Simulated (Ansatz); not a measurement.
# Co2W: the cost of one run

Program: Ansatz 0.2.0. Level of theory: DFT PBE, scalar-relativistic, plane waves, PAW. These are calculated values, not measurements.

### Step 1. Starting point

It takes space group Fd-3m (No. 227, cubic). The conventional cell has a = 6.628 Å, b = 6.628 Å, c = 6.628 Å, α = 90.00°, β = 90.00°, γ = 90.00°. Co (site symmetry -3m) has 6 Co at 2.34 Å as nearest neighbours. W (site symmetry -43m) has 12 Co at 2.75 Å and 4 W at 2.87 Å as nearest neighbours.

Coordinates:

```cif
data_structure
_symmetry_space_group_name_H-M 'P 1'
_symmetry_Int_Tables_number 1
_cell_length_a 4.6864
_cell_length_b 4.6864
_cell_length_c 4.6864
_cell_angle_alpha 60.000
_cell_angle_beta 60.000
_cell_angle_gamma 60.000
_cell_volume 72.78
loop_
_atom_site_label
_atom_site_type_symbol
_atom_site_fract_x
_atom_site_fract_y
_atom_site_fract_z
_atom_site_occupancy
Co1 Co 0.62500 0.62500 0.62500 1
Co2 Co 0.12500 0.62500 0.62500 1
Co3 Co 0.62500 0.62500 0.12500 1
Co4 Co 0.62500 0.12500 0.62500 1
W1 W 0.00000 0.00000 0.00000 1
W2 W 0.25000 0.25000 0.25000 1
```

(A quick probe on a coarse mesh, which set the mesh and smearing, is not shown.)

### Step 3. The relaxation

Contents of input.yaml:

```yaml
crystal:
  lattice:
    - [0.0, 3.3137952211, 3.3137952211]
    - [3.3137952211, 0.0, 3.3137952211]
    - [3.3137952211, 3.3137952211, 0.0]
  atoms:
    - { symbol: Co, position: [0.625, 0.625, 0.625], spin: 0.35 }
    - { symbol: Co, position: [0.125, 0.625, 0.625], spin: 0.35 }
    - { symbol: Co, position: [0.625, 0.625, 0.125], spin: 0.35 }
    - { symbol: Co, position: [0.625, 0.125, 0.625], spin: 0.35 }
    - { symbol: W, position: [0.0, 0.0, 0.0] }
    - { symbol: W, position: [0.25, 0.25, 0.25] }
basis:
  ecutwfc: 420
kpoints:
  mp_grid: { grid: [10, 10, 10] }
hamiltonian:
  xc: pbe
scf:
  occupations: { method: gaussian, width: 0.1 }
output:
  forces: true
  stress: true
  eigenvalues: true
  populations: true
magnetization:
  spin_polarized: true
relax:
  adjacent_minimum: "off"
  f_tol: 0.01
  max_steps: 80
  cell: { stress_tol: 0.05 }
```

Run with:

```console
> ansatz run input.yaml --threads 1 --pin off --max-ram 2560MiB --backend cpu --events-out ev --progress --plain --runs-dir out
```

Q: Estimate wall time and peak memory on 1 thread of Intel Xeon Platinum 8259CL at 2.50GHz (Skylake/Cascade Lake), shared host.

About 2.8 min, with a peak of 0.66 GiB.
